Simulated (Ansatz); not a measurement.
This was printed by a script on the Ansatz DFT code, driven from Python, for harmonic frequencies at the relaxed geometry of BFH₄OSn, SMILES [BH2][SnH]([OH])[F]. What did the script look like? Settings (for the species named): B3LYP, def2-SVP basis, multiplicity 1.

```tsv
atom	x (Å)	y (Å)	z (Å)
B	-1.1224	0.9023	-0.3298
Sn	0.6861	-0.2449	-0.1431
O	0.5971	-1.2787	1.5300
F	0.9174	-1.4494	-1.6515
H	-1.3960	1.4255	-1.4116
H	-1.5368	1.5663	0.6042
H	2.0968	0.8368	-0.1130
H	-0.1501	-1.8149	1.4591
```

```console
$ python freq_bfh4osn.py
pair        before    after (A)
B0-Sn1       2.1498   2.2755
B0-H4        1.2324   1.2019
B0-H5        1.2186   1.2023
Sn1-O2       1.9687   1.9923
Sn1-F3       1.9441   1.9633
Sn1-H6       1.7779   1.7140
O2-H7        0.9224   0.9675
final angle Sn1-B0-H4: 119.79 deg
final angle Sn1-B0-H5: 120.07 deg
final angle B0-Sn1-O2: 114.79 deg
final angle B0-Sn1-F3: 102.13 deg
final angle B0-Sn1-H6: 124.42 deg
final angle H4-B0-H5: 120.12 deg
final angle O2-Sn1-F3: 105.02 deg
final angle O2-Sn1-H6: 102.52 deg
final angle Sn1-O2-H7: 112.77 deg
final angle F3-Sn1-H6: 106.28 deg
mode  1      11.9 1/cm     1.47 meV
mode  2     105.2 1/cm    13.05 meV
mode  3     139.1 1/cm    17.24 meV
mode  4     171.2 1/cm    21.23 meV
mode  5     239.4 1/cm    29.68 meV
mode  6     482.4 1/cm    59.81 meV
mode  7     527.6 1/cm    65.41 meV
mode  8     586.0 1/cm    72.65 meV
mode  9     605.0 1/cm    75.01 meV
mode 10     617.4 1/cm    76.55 meV
mode 11     640.2 1/cm    79.38 meV
mode 12     838.1 1/cm   103.91 meV
mode 13     867.6 1/cm   107.56 meV
mode 14    1140.0 1/cm   141.34 meV
mode 15    1927.8 1/cm   239.01 meV
mode 16    2596.8 1/cm   321.96 meV
mode 17    2715.2 1/cm   336.64 meV
mode 18    3827.3 1/cm   474.52 meV
imaginary modes: 0  zero-point energy: 1.1182 eV
T (K)   F_vib (eV)   S_vib (meV/K)   C_vib (meV/K)
 200.0      1.0450        0.6707          0.5547
 300.0      0.9645        0.9363          0.7581
 400.0      0.8587        1.1749          0.8988
 500.0      0.7304        1.3866          0.9967
 600.0      0.5821        1.5751          1.0699
```

One script that gives this output:

Script `freq_bfh4osn.py`:
```python
"""Vibrations of BFH4OSn."""

import itertools

import ansatz
from ase.data import atomic_numbers, covalent_radii
import numpy as np

params = {
    "basis_set": "def2-SVP",
    "functional": "b3lyp",
}


def main() -> None:
    geometry = (
        ansatz.Crystal.molecule()
        .atom("B", (-1.1224, 0.9023, -0.3298))
        .atom("Sn", (0.6861, -0.2449, -0.1431))
        .atom("O", (0.5971, -1.2787, 1.53))
        .atom("F", (0.9174, -1.4494, -1.6515))
        .atom("H", (-1.396, 1.4255, -1.4116))
        .atom("H", (-1.5368, 1.5663, 0.6042))
        .atom("H", (2.0968, 0.8368, -0.113))
        .atom("H", (-0.1501, -1.8149, 1.4591))
    )

    calculation = geometry.calculation().basis(gaussian=params["basis_set"]).functional(params["functional"])
    symbols = [site.symbol for site in geometry.cartesian_sites]
    start = np.array([site.position_ang for site in geometry.cartesian_sites], dtype=float)
    data = calculation.relax(force_tolerance=0.003, max_steps=100).run(threads=1, backend="cpu").report
    end = np.array(data["positions_ang"])

    # pairs closer than 1.2 times the sum of covalent radii, before or after
    radius = [covalent_radii[atomic_numbers[s]] for s in symbols]
    span = lambda where, i, j: np.linalg.norm(where[i] - where[j])
    bonded = [(i, j) for i, j in itertools.combinations(range(len(symbols)), 2) if min(span(start, i, j), span(end, i, j)) < 1.2 * (radius[i] + radius[j])]
    print("pair        before    after (A)")
    for i, j in bonded:
        print(f"{symbols[i]}{i}-{symbols[j]}{j}".ljust(10), f"{span(start, i, j):8.4f} {span(end, i, j):8.4f}")
    for first, second in list(itertools.combinations(bonded, 2)):
        shared = set(first) & set(second)
        if shared and symbols[(j := shared.pop())] != "H":
            i, k = sorted((set(first) | set(second)) - {j})
            u, v = end[i] - end[j], end[k] - end[j]
            angle = np.degrees(np.arccos(np.clip(u @ v / np.linalg.norm(u) / np.linalg.norm(v), -1, 1)))
            print(f"final angle {symbols[i]}{i}-{symbols[j]}{j}-{symbols[k]}{k}: {angle:.2f} deg")

    # same settings at the minimum
    minimum = ansatz.Crystal.molecule()
    for symbol, place in zip(symbols, end):
        minimum = minimum.atom(symbol, place.tolist())
    vibrating = (
        minimum.calculation()
        .basis(gaussian=params["basis_set"])
        .functional(params["functional"])
        .phonons(temperatures=(200, 600, 100))
    )
    vib = vibrating.run(threads=1, backend="cpu").report["vibrations"]
    sums = vib["harmonic_sums"]
    modes = [m["omega_inv_cm"] for m in sums["modes_at_gamma"] if m["rigid_motion"] == "no"]
    for number, w in enumerate(modes, start=1):
        print(f"mode {number:2d} {w:9.1f} 1/cm {w / 8065.544 * 1000:8.2f} meV")
    print("imaginary modes:", sum(w < 0 for w in modes), " zero-point energy:", round(sums["zero_point_energy_ev"], 4), "eV")
    print("T (K)   F_vib (eV)   S_vib (meV/K)   C_vib (meV/K)")
    for row in zip(sums["temperatures_k"], sums["vibrational_free_energy_ev"], vib["entropy_ev_per_k"], vib["heat_capacity_ev_per_k"]):
        print(f"{row[0]:6.1f} {row[1]:11.4f} {1000 * row[2]:13.4f} {1000 * row[3]:15.4f}")


if __name__ == "__main__":
    main()
```

The frequencies are harmonic and unscaled, in a modest basis. The result belongs to the one conformer reached from this start, and soft torsions count as harmonic oscillators. def2 sets replace the cores of elements past krypton by effective core potentials. b3lyp holds the VWN-RPA fit, as in Gaussian; the form of ORCA and Turbomole is b3lyp5. Wall time of the script: 5.3 min on 1 thread of Arm Neoverse V2, on a shared host, peak memory 0.26 GiB.

(A comment or docstring line of the script was reworded after the run, the code is as it ran; lines on the test bed's own set-up are left out of the output.)
